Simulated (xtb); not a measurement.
**WN3H5O (SMILES [NH]=[W](=[NH])([NH2])[OH]) at GFN2-xTB**

We compute a structure relaxation of WN3H5O. 

The calculation is run with xtb 6.7.1.

7 further runs of the same task are left out: 7 set aside as unsound or not needed.

### Step 1. The structure to begin with

WN3H5O has 10 atoms, charge 0, and is taken as a singlet. As SMILES, `[NH]=[W](=[NH])([NH2])[OH]`. Geometry: relaxed at PBE0-D4/def2-TZVP. This is one conformer, not always the lowest. The run starts from this shape.

Bond lengths: N1–W2 1.753 Å, W2–N3 1.755 Å, W2–N4 1.951 Å, W2–O5 1.912 Å, N1–H6 1.007 Å, N3–H7 1.008 Å, N4–H8 1.007 Å, N4–H9 1.007 Å, O5–H10 0.959 Å. Some angles: N1–W2–N3 114.9°, N1–W2–N4 106.9°, N1–W2–O5 107.7°, N3–W2–N4 106.6°, N3–W2–O5 109.0°, N4–W2–O5 111.9°, W2–N1–H6 158.5°, W2–N3–H7 155.6°, W2–N4–H8 123.4°, W2–N4–H9 123.3°.

### Step 2. A geometry optimisation at GFN2-xTB

mol.xyz reads:

```xyz
10
H5N3OW
N     -1.34120000     0.32870000    -1.24440000
W      0.04380000     0.18160000    -0.18000000
N      1.25350000    -0.97980000    -0.69670000
N     -0.62840000    -0.44400000     1.54170000
O      0.85670000     1.90670000    -0.04360000
H     -1.93090000     0.16100000    -2.04280000
H      1.65650000    -1.67770000    -1.30140000
H     -0.13190000    -1.09700000     2.12660000
H     -1.59020000    -0.35050000     1.82670000
H      1.81190000     1.97110000     0.01390000
```

Run with:

```sh
$ xtb mol.xyz -o vtight --chrg 0 --gfn 2 > mol.out
```

**Question.** What will come out? Wanted: total energy at the end; dipole moment; HOMO energy; LUMO energy; HOMO–LUMO gap; dispersion energy; mean polarisability.

Computed results:

Level: GFN2-xTB.

```
                      quantity          value
       total energy at the end   -17.80613 Eh
                 dipole moment         3.74 D
                   HOMO energy       -9.03 eV
                   LUMO energy       -6.03 eV
                 HOMO–LUMO gap        2.99 eV
             dispersion energy  -15.90 kJ/mol
mean polarisability (D4 model)     85.5 bohr³
```

In words: At the final geometry: Bond lengths: N1–W2 1.788 Å, W2–N3 1.789 Å, W2–N4 2.017 Å, W2–O5 1.895 Å, N1–H6 1.022 Å, N3–H7 1.022 Å, N4–H8 1.025 Å, N4–H9 1.025 Å, O5–H10 0.963 Å. Some angles: N1–W2–N3 111.4°, N1–W2–N4 104.9°, N1–W2–O5 112.4°, N3–W2–N4 104.9°, N3–W2–O5 112.4°, N4–W2–O5 110.3°, W2–N1–H6 165.9°, W2–N3–H7 165.9°, W2–N4–H8 125.2°, W2–N4–H9 125.2°. The optimisation took 30 steps and changed the energy by -0.214 eV. Mulliken charges run from -0.47 on N1 to +0.75 on W2.
